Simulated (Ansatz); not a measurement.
# SnSe2: the cost of one run

Computed with Ansatz 0.2.0 through its Python package. Level of theory: DFT PBEsol, plane waves, PAW.

## (1) Starting point

Symmetry: P-3m1, No. 164, trigonal system. The conventional cell has a = 3.811 Å, b = 3.811 Å, c = 6.136 Å, α = 90.00°, β = 90.00°, γ = 120.00°. Sn (site symmetry -3m) is surrounded by 6 Se at 2.68 Å. Se (site symmetry 3m) has 3 Sn at 2.68 Å in its first shell of neighbours.

The script holds or builds the structure itself.

## (2) The code

run_drho.py reads:

```python
# -*- coding: utf-8 -*-
"""Density difference of SnSe2 against its sublattices."""

import logging
import sys
import warnings

import ansatz as az
import numpy as np

logging.basicConfig(stream=sys.stdout, format="%(levelname)s:%(name)s:%(message)s")
log = logging.getLogger("run")
log.setLevel(logging.INFO)

vectors0 = np.array([
    [3.811, 0.0, 0.0],
    [-1.9055, 3.300423, 0.0],
    [0.0, 0.0, 6.136],
])
sites = [
    ("Sn", [0.0, 0.0, 0.0]),
    ("Se", [1 / 3, 2 / 3, 0.249]),
    ("Se", [2 / 3, 1 / 3, 0.751]),
]


def build(cell):
    crystal = az.Crystal(lattice=az.Lattice.of(cell))
    for symbol, position in sites:
        crystal = crystal.atom(symbol, position)
    return crystal


def main():
    warnings.simplefilter("ignore", az.DeckWarning)

    # same cell, cutoff and mesh for the crystal and its parts
    def solve(crystal):
        return (
            crystal.calculation()
            .functional("PBEsol")
            .occupations("methfessel_paxton", width=0.1)
            .basis(460, grid_basis="typed")
            .kpoints(6, 6, 4)
            .density()
            .run(threads=1)
        )


    whole = solve(build(vectors0))
    difference = whole.density().channels[0].density_e_per_ang3.copy()
    binding = whole.report["free_energy_ev"]
    for element in ["Sn", "Se"]:
        part = az.Crystal(lattice=az.Lattice.of(vectors0))
        for symbol, position in sites:
            if symbol == element:
                part = part.atom(symbol, position)
        alone = solve(part)
        difference -= alone.density().channels[0].density_e_per_ang3
        binding -= alone.report["free_energy_ev"]
        log.info(f"{element} sublattice: {alone.report['n_electrons']:g} electrons, {alone.report['n_iterations']} iterations")

    voxel = abs(np.linalg.det(vectors0)) / difference.size
    log.info(f"energy of the crystal less its unpolarised sublattices: {binding / len(sites):.4f} eV/atom")
    log.info(f"net charge of the difference {difference.sum() * voxel:.5f} e, charge rearranged {0.5 * np.abs(difference).sum() * voxel:.3f} e")
    log.info(f"extremes {difference.min():.4f} and {difference.max():.4f} e/A^3")
    for (symbol, position) in sites:
        index = tuple(int(round(p * n)) % n for p, n in zip(position, difference.shape))
        log.info(f"  change of the pseudo-density at the grid point nearest {symbol}: {difference[index]:+.4f} e/A^3")


if __name__ == "__main__":
    main()
```

## (3) The calls as engine input

The engine receives this input (first run):

```yaml
crystal:
  lattice:
    - [3.811, 0.0, 0.0]
    - [-1.9055, 3.300423, 0.0]
    - [0.0, 0.0, 6.136]
  atoms:
    - { symbol: Sn, position: [0.0, 0.0, 0.0] }
    - { symbol: Se, position: [0.3333333333333333, 0.6666666666666666, 0.249] }
    - { symbol: Se, position: [0.6666666666666666, 0.3333333333333333, 0.751] }
basis:
  ecutwfc: 460.0
  fft_grid_basis: typed
kpoints:
  mp_grid:
    grid: [6, 6, 4]
hamiltonian:
  xc: pbesol
scf:
  occupations:
    method: methfessel_paxton
    width: 0.1
output:
  write_density: true
```

## (4) Running it

Command:

```sh
python run_drho.py
```

Q: Estimate wall time and peak memory on 1 thread of Arm Neoverse V2, shared host.

About 5 s, with a peak of 0.42 GiB.
